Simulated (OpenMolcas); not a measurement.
# Pt³⁺ among point charges: CASSCF and CASPT2 levels and susceptibility

Aim: the splitting of the states of Pt³⁺ in the field of 4 point charges, its lowest levels with spin-orbit coupling and its magnetic susceptibility.

Method: state-averaged CASSCF and CASPT2, spin-orbit coupling by RASSI with atomic mean-field integrals. Code: OpenMolcas 26.06.

## 1. The system

- Species: Pt³⁺ (platinum, Z = 78, 75 electrons)
- Basis: ANO-RCC-VDZP [7s6p4d2f], 59 functions
- Scalar Hamiltonian: DKH2, point nucleus
- Inactive shells: 1s 2s 2p 3s 3p 3d 4s 4p 4d 4f 5s 5p
- Active space: 7 electrons in 5 orbitals (5d)
- Some configurations of this space: 5d⁷
- Orbitals: optimised for each spin and parity, averaged over all roots

Outer shells as boxes (Hund's rule):

5d7
```
5d [↑↓][↑↓][↑ ][↑ ][↑ ]
```

The ion sits among 4 point charges of -0.8 e arranged as a tetrahedron (Td), 2.2 Å from the ion.

The work runs as a chain of OpenMolcas steps in one folder; each step below is one input file. Labels, J, g values, rates, χT and fits are worked out afterwards by a script from the matrices that RASSI stores.

## 2. Basis and integrals

Contents of a.inp:

```
&GATEWAY
Coord
1

Pt 0.0 0.0 0.0
Basis=ANO-RCC-VDZP
Group=NoSym
NoMove
AngMom=0.0 0.0 0.0
AMFI
XField
4 Angstrom 0
1.270171 1.270171 1.270171 -0.800000
1.270171 -1.270171 -1.270171 -0.800000
-1.270171 1.270171 -1.270171 -0.800000
-1.270171 -1.270171 1.270171 -0.800000
&SEWARD
```

Launch:

```bash
$ OMP_NUM_THREADS=1 MOLCAS_MEM=1689 MOLCAS_PROJECT=a pymolcas a.inp > a.log
```

## 3. Reference wave functions, quartets, 10 roots

Contents of a.inp:

```
&RASSCF
FileOrb=start.orb
Symmetry=1
Spin=4
nActEl=7 0 0
Inactive=34
Ras2=5
CIRoot=10 10 1
SDav=10
CIMx=300
Iter=120 100
PrWF=0.3
OrbListing=Nothing
MaxOrb=0
>>> COPY $Project.JobIph JOB001
```

start.orb holds the contracted functions of the basis, ordered by shell, or the orbitals of the step before.

## 4. Reference wave functions, doublets, 40 roots

Contents of a.inp:

```
&RASSCF
FileOrb=start.orb
Symmetry=1
Spin=2
nActEl=7 0 0
Inactive=34
Ras2=5
CIRoot=40 40 1
SDav=40
CIMx=300
Iter=120 100
PrWF=0.3
OrbListing=Nothing
MaxOrb=0
>>> COPY $Project.JobIph JOB002
```

## 5. State interaction with spin-orbit coupling

Contents of a.inp:

```
&RASSI
NrOfJobIphs=2 10 40
1 2 3 4 5 6 7 8 9 10
1 2 3 4 5 6 7 8 9 10 11 12 13 14 15 16 17 18 19 20 21 22 23 24 25 26 27
28 29 30 31 32 33 34 35 36 37 38 39 40
IphNames
JOB001
JOB002
EJob
SpinOrbit
DIPRint=1.0
SOCoupling=1000.0
Subsets=2
Property=9
'ANGMOM' 1 'ANGMOM' 2 'ANGMOM' 3 'MLTPL  1' 1 'MLTPL  1' 2 'MLTPL  1' 3
'AMFI' 1 'AMFI' 2 'AMFI' 3
SOProperty=3
'ANGMOM' 1 'ANGMOM' 2 'ANGMOM' 3
```

## 6. CASPT2: IPEA 0.25, imaginary shift 0.1 (closed shells correlated: 4f 5s 5p)

Contents of a.inp:

```
>>> COPY JOB001 $Project.JobIph
&CASPT2
Multistate=10 1 2 3 4 5 6 7 8 9 10
NoMult
Frozen=23
IPEA=0.25
Imaginary=0.1
MaxIter=60
WThr=0.0 0.3 0.05
PrWF=0.5
NoMix
>>> COPY JOB002 $Project.JobIph
&CASPT2
Multistate=40 1 2 3 4 5 6 7 8 9 10 11 12 13 14 15 16 17 18 19 20 21 22
23 24 25 26 27 28 29 30 31 32 33 34 35 36 37 38 39 40
NoMult
Frozen=23
IPEA=0.25
Imaginary=0.1
MaxIter=60
WThr=0.0 0.3 0.05
PrWF=0.5
NoMix
```

(Steps that only read results are left out.)

Q: Predict the outcome of this session. Wanted: spin-free ground state; first state of the same spin within the active space; lowest level; next level.

As calculated:

```
                                            quantity                                                                           value
                                              method  SS-CASPT2, IPEA 0.25, imaginary shift 0.1 (closed shells correlated: 4f 5s 5p)
                              spin-free ground state                                                 4A2, 1-fold in its orbital part
first state of the same spin within the active space                                                                4T2 at 1030 cm⁻¹
                                        lowest level                                                                       4-fold Γ8
                                          next level                                                                      603.2 cm⁻¹
                                         χT at 300 K                                                                  4.68 cm³ K/mol
                           effective moment at 300 K                                                                         6.12 μB
```

Cost by method:

```
                                                 method  time of its own steps  time with the reference
                                              A. CASSCF                   12 s                     12 s
B. SS-CASPT2, IPEA 0.25, imaginary shift 0.1, +4f 5s 5p                   12 s                     23 s
```

Times are of one thread on a shared host.

What this shows: The spin-free ground state (4A2) comes to 100 % from free-ion F terms and keeps the highest spin of the shell. χT at 300 K is 4.68, against 1.88 cm³ K/mol for the spin alone, so orbital moment adds to it. CASPT2 does not keep the components of a term degenerate, and the means are used. The field of point charges can differ much from that of real complexes. This is an electrostatic model: the charges have no orbitals.
